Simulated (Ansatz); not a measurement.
# CH3ClGe, SMILES [CH3][Ge][Cl]: a ladder of methods at one geometry

With the Python package of Ansatz (0.2.0).

The cells in order, each with its output:

```python
from pathlib import Path

import ansatz as az
import numpy as np
```

```python
GEOMETRY = """
C    -0.37310    0.42220   -0.23780
Ge    1.28180   -0.02680    0.54110
Cl    1.29550   -2.15930    0.87320
H    -0.37150    1.57250   -0.43090
H    -1.24130    0.17880    0.42300
H    -0.54930   -0.05150   -1.21470
"""
```

```python
ch3clge = az.Crystal.molecule()
for line in GEOMETRY.strip().splitlines():
    symbol, *xyz = line.split()
    ch3clge = ch3clge.atom(symbol, [float(v) for v in xyz])

calculation = ch3clge.calculation().basis(gaussian="def2-SVP")

print("functional    E (Ha)        dipole (D)   HOMO (eV)  LUMO (eV)")
for name in ["blyp", "hse06", "lc_wpbe", "revpbe", "pbe", "b3lyp"]:
    data = calculation.functional(name).forces().orbitals().run(threads=1, backend="cpu", runs_dir="runs").report
    lines = Path(data["orbitals_path"]).read_text().splitlines()
    field_of = lambda key: [line.split("=")[1].strip() for line in lines if line.startswith(key)]
    orbitals = [(27.211386 * float(e), s, float(n)) for e, s, n in zip(field_of("Ene="), field_of("Spin="), field_of("Occup="))]
    homo = max(e for e, _, n in orbitals if n > 0.5)
    lumo = min(e for e, _, n in orbitals if n < 0.5)
    dipole = 4.803205 * np.linalg.norm(data["charge_distribution"]["dipole_moment_e_ang"])
    print(f"{name:10s} {data['free_energy_ev'] / 27.211386246:14.6f} {dipole:9.3f} {homo:11.3f} {lumo:10.3f}")
```

    functional    E (Ha)        dipole (D)   HOMO (eV)  LUMO (eV)
    blyp         -2576.722276     2.003      -5.166     -3.005
    hse06        -2576.223842     2.313      -6.035     -2.774
    lc_wpbe      -2576.262845     2.479      -8.991     -0.244
    revpbe       -2576.440651     2.152      -5.292     -3.078
    pbe          -2576.134905     2.146      -5.324     -3.145
    b3lyp        -2576.757629     2.162      -6.218     -2.577

What to keep in mind:
- Total energies depend on the basis set; only differences at equal settings carry meaning.
- The geometry is a force-field or estimated start, not a minimum of this method, and the basis set is short of its limit. A lower total doesn't mark the better method: functionals have no common bound, and MP2 and coupled cluster aren't variational.
- b3lyp holds the VWN-RPA fit, as in Gaussian; the form of ORCA and Turbomole is b3lyp5.
- Levels such as HOMO and LUMO are orbital energies: with these approximate functionals they aren't the ionisation energy and electron affinity, and their gap isn't the fundamental gap.
- hse06 follows the composition of plane-wave codes, whose totals differ by tens of mHa, up to about 0.1 Ha, from the form usual in Gaussian-basis programs (wpbeh).
- Finished in 15 s on 1 thread of Arm Neoverse V1, with other jobs on the host, peak memory 0.23 GiB.
